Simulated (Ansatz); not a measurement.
**CHBClN (SMILES N#CBCl): single points off equilibrium**

An exercise on one series of results from a longer session: the logs are not shown, and one member is left open.

Method: single points in def2-TZVPP; program: Ansatz 0.2.0, Gaussian basis.

Correlated methods freeze the cores.

## The system as given

SMILES `N#CBCl`, 5 atoms, charge 0, spin multiplicity 1.

Atoms are counted from 1 here; the program's logs count them from 0.

Bond lengths: N1–C2 1.132 Å, C2–B3 1.502 Å, B3–Cl4 1.715 Å, B3–H5 1.164 Å. Angles: N1–C2–B3 175.1°, C2–B3–Cl4 122.2°, C2–B3–H5 120.2°, Cl4–B3–H5 117.6°.

As a file:

```xyz
5
CHBClN
N     1.0048   -1.4511    1.1537
C     0.5270   -0.6162    0.5571
B    -0.2028    0.4093   -0.2626
Cl   -1.5917    0.0180   -1.1894
H     0.2022    1.4984   -0.3325
```

The first run:

File run/in.yaml:

```yaml
crystal:
  periodic: [false, false, false]
  atoms:
    - {symbol: N, position_ang: [1.004800, -1.451100, 1.153700]}
    - {symbol: C, position_ang: [0.527000, -0.616200, 0.557100]}
    - {symbol: B, position_ang: [-0.202800, 0.409300, -0.262600]}
    - {symbol: Cl, position_ang: [-1.591700, 0.018000, -1.189400]}
    - {symbol: H, position_ang: [0.202200, 1.498400, -0.332500]}
basis:
  gaussian: {orbitals: def2-TZVPP}
correlation: {method: ccsd_t}
output: {forces: true}
```

No record of the launch command was kept for these runs.

Among the steps run: CCSD(T)/def2-TZVPP; PBE0-D4/def2-TZVPP; wB97M-V/def2-TZVPP; r2SCAN-D4/def2-TZVPP; PBE-D4/def2-TZVPP; r2SCANh-D4/def2-TZVPP; wB97X-V/def2-TZVPP.

One of the session's tables, all rows but one given; the rest of the session is left out.

```
    method  RMS force component (eV/Å)  angle to CCSD(T) forces (°)  dipole (D)
   CCSD(T)                       1.376                    reference        2.48
   PBE0-D4                       0.897                          6.5        2.49
   wB97M-V                       0.790                          9.9        2.51
 r2SCAN-D4                           ?                            ?           ?
    PBE-D4                       1.461                          7.4        2.45
r2SCANh-D4                       0.920                          5.5        2.49
   wB97X-V                       0.839                         11.6        2.51
```

Q: Estimate the row for r2SCAN-D4 from the others.

**Answer.** RMS force component (eV/Å): 1.094; angle to CCSD(T) forces (°): 5.4; dipole (D): 2.47. In the column «RMS force component (eV/Å)» it lies between r2SCANh-D4 (0.920) and CCSD(T) (1.376).
